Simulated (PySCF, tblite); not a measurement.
# C₃H₈Al₂Cl₃F: geometry, infrared bands and NMR shifts

What infrared bands and NMR shifts should C₃H₈Al₂Cl₃F (`CC[CH2][Al@H-]1[Cl+][Al@-]([F])([Cl])[Cl+]1`) show?

The runs use tblite 0.8.0 and PySCF 2.14.0, with density-fitted response routines of our own; the level of theory stands in each step. All values are computed, except where a source is named. Atoms are numbered from 0 throughout.

## (1) The starting structure

17 atoms, charge 0, multiplicity 1; geometry from: force field or distance geometry start.

Bonds of the start (Å): C0–C1 1.50, C1–C2 1.53, C2–Al3 1.98, Al3–Cl4 2.23, Cl4–Al5 2.22, Al5–F6 1.79, Al5–Cl7 2.20, Al5–Cl8 2.21, Cl8–Al3 2.21, C0–H9 1.12, C0–H10 1.13, C0–H11 1.08, C1–H12 1.12, C1–H13 1.13, C2–H14 1.09, C2–H15 1.10, Al3–H16 1.57.

## (2) Relaxing the molecule with GFN2-xTB

What the job is given:

```
{"job": {"kind": "relax", "xc": "GFN2-xTB", "basis": "xTB"}, "charge": 0, "multiplicity": 1}
C     -2.247500     0.888200    -0.236400
C     -2.005200    -0.120300     0.848400
C     -0.912200    -1.131800     0.503600
Al     0.738500    -0.098000     0.167400
Cl     2.311200    -0.354400     1.726900
Al     3.746700    -0.175500     0.042200
F      5.227100    -1.171700     0.200200
Cl     4.072200     1.937900    -0.456400
Cl     2.169200    -1.040000    -1.233500
H     -2.491700     1.900900     0.161600
H     -3.160500     0.561900    -0.822300
H     -1.427100     0.979900    -0.932000
H     -2.955700    -0.601500     1.183200
H     -1.556500     0.466800     1.707400
H     -0.841600    -1.856000     1.310000
H     -1.227700    -1.607300    -0.431300
H      0.553900     1.432900    -0.151100
```

Launch:

```
$ OMP_NUM_THREADS=1 python probes_run.py task.json out
```

One launch serves the whole session: the jobs run in the order shown.

**Question.** This job is followed by: GFN2-xTB harmonic vibrations, gas phase; GIAO PBE0/pcSseg-1 NMR shielding, non-relativistic, gas phase. What will the session give for the following? strongest single infrared mode (GFN2-xTB); zero-point energy (GFN2-xTB); ¹³C shifts against TMS (PBE0/pcSseg-1); ¹H shifts against TMS (PBE0/pcSseg-1, means over atoms taken as alike); ²⁷Al shifts against AlH4- (PBE0/pcSseg-1); ³⁵Cl shifts against HCl (PBE0/pcSseg-1, means over atoms taken as alike); ¹⁹F shifts against CFCl3 (PBE0/pcSseg-1).

The runs gave:

| quantity | value |
| --- | --- |
| strongest single infrared mode (GFN2-xTB) | 659 cm⁻¹, 360 km/mol |
| zero-point energy (GFN2-xTB) | 66.3 kcal/mol |
| ¹³C shifts against TMS (PBE0/pcSseg-1) | 24.4, 22.1, 19.0 ppm |
| ¹H shifts against TMS (PBE0/pcSseg-1, means over atoms taken as alike) | 4.57, 1.71, 1.11, 0.98 ppm |
| ²⁷Al shifts against AlH4- (PBE0/pcSseg-1) | 75.0, 11.3 ppm |
| ³⁵Cl shifts against HCl (PBE0/pcSseg-1, means over atoms taken as alike) | 70, -17 ppm |
| ¹⁹F shifts against CFCl3 (PBE0/pcSseg-1) | -151.7 ppm |

What this shows: Relaxing lowered the energy by 0.982 eV in 156 steps; the close pair that moved most is Al5–Cl7, from 2.196 to 2.019 Å. All 45 modes are real, so the xTB geometry is a minimum. The strongest single mode, at 659 cm⁻¹, moves mainly H16. Unscaled tight-binding wavenumbers are off by several per cent, some by more. Its intensities can rank the bands wrongly.
